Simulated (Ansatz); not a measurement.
# ZrH₄+ (quartet): from Hartree-Fock to the top rungs, def2-SVP

An exercise on one series of results from a longer session: the logs are not shown, and one member is left open.

Computed with Ansatz 0.2.0, Gaussian basis. Level: def2-SVP, core rule «outside noble gas», up to 4 orbitals frozen.

The runs, in order: UHF; CCSD(T) on ROHF; CCSD(T) on UHF; CISD as a restricted active space (open shells left free, so some higher excitations enter); CCSDT(Q) on ROHF; CCSDT(Q) on UHF.

38 further runs of the same task are left out: 18 for a known fault of the program, 6 that didn't finish, 14 set aside as unsound or not needed. Runs told in other sessions of the task aren't counted.

**The geometry**

The geometry is a PBE0/def2-TZVP stationary point (not a proven minimum) of the parent state, kept for this charge and spin. No spin-orbit coupling is included. Elements past krypton take def2 core potentials.

5 atoms, charge 1, spin multiplicity 4.

Atoms are counted from 1 here; the program's logs count them from 0.

Bond lengths: Zr1–H2 1.937 Å, Zr1–H3 1.937 Å, Zr1–H4 1.937 Å, Zr1–H5 1.937 Å. Angles: H2–Zr1–H3 129.6°, H2–Zr1–H4 27.6°, H2–Zr1–H5 138.7°, H3–Zr1–H4 138.7°, H3–Zr1–H5 27.6°, H4–Zr1–H5 129.6°.

The first run:

Contents of in.yaml:

```yaml
crystal:
  periodic: [false, false, false]
  atoms:
    - {symbol: Zr, position_ang: [0.000000, 0.028898, 0.000000]}
    - {symbol: H, position_ang: [0.462564, -0.653853, -1.752161]}
    - {symbol: H, position_ang: [0.462564, -0.653853, 1.752161]}
    - {symbol: H, position_ang: [-0.462564, -0.653853, -1.752161]}
    - {symbol: H, position_ang: [-0.462564, -0.653853, 1.752161]}
basis:
  gaussian: {orbitals: def2-SVP}
total_charge: 1
magnetization: {spin_polarized: true, initial_magnetization: 3}
hamiltonian: {xc: hf}
output: {orbitals: {seedname: orbitals}}
```

The run is started by

```console
ansatz run in.yaml --threads 1 --pin off --events-out ev --progress --plain --max-ram 2393MiB
```

Steps of the session up to this table: UHF; CCSD(T) on ROHF; CCSD(T) on UHF; CISD as a restricted active space (open shells left free, so some higher excitations enter); CCSDT(Q) on ROHF; CCSDT(Q) on UHF.

One table of the session follows, with a row left open; its other results are not shown here.

It belongs to the step «Misses and costs». 

```
   method  from RCCSDT(Q) (kcal/mol)
     ROHF                     +71.05
      UHF                     +68.25
     RMP2                     +16.51
     UMP2                          ?
    RCCSD                      +1.30
    UCCSD                      -0.55
 RCCSD(T)                      +0.32
 UCCSD(T)                      -1.51
   RCCSDT                      +0.02
   UCCSDT                      -1.79
RCCSDT(Q)                          0
UCCSDT(Q)                      -1.81
```

Estimate the missing values for UMP2.

The run gave: from RCCSDT(Q) (kcal/mol): +14.64. In the column «from RCCSDT(Q) (kcal/mol)» it lies between RCCSD (+1.30) and RMP2 (+16.51).

Not comparable, so not listed: CISD as a restricted active space (open shells left free, so some higher excitations enter) (they don't share determinant, frozen orbitals or solution with the rows shown, or repeat one).

Limits of these values: Restricted and unrestricted rows rest on different reference determinants; a gap between their highest levels can come from leftover correlation error, from unlike frozen cores or from another state.
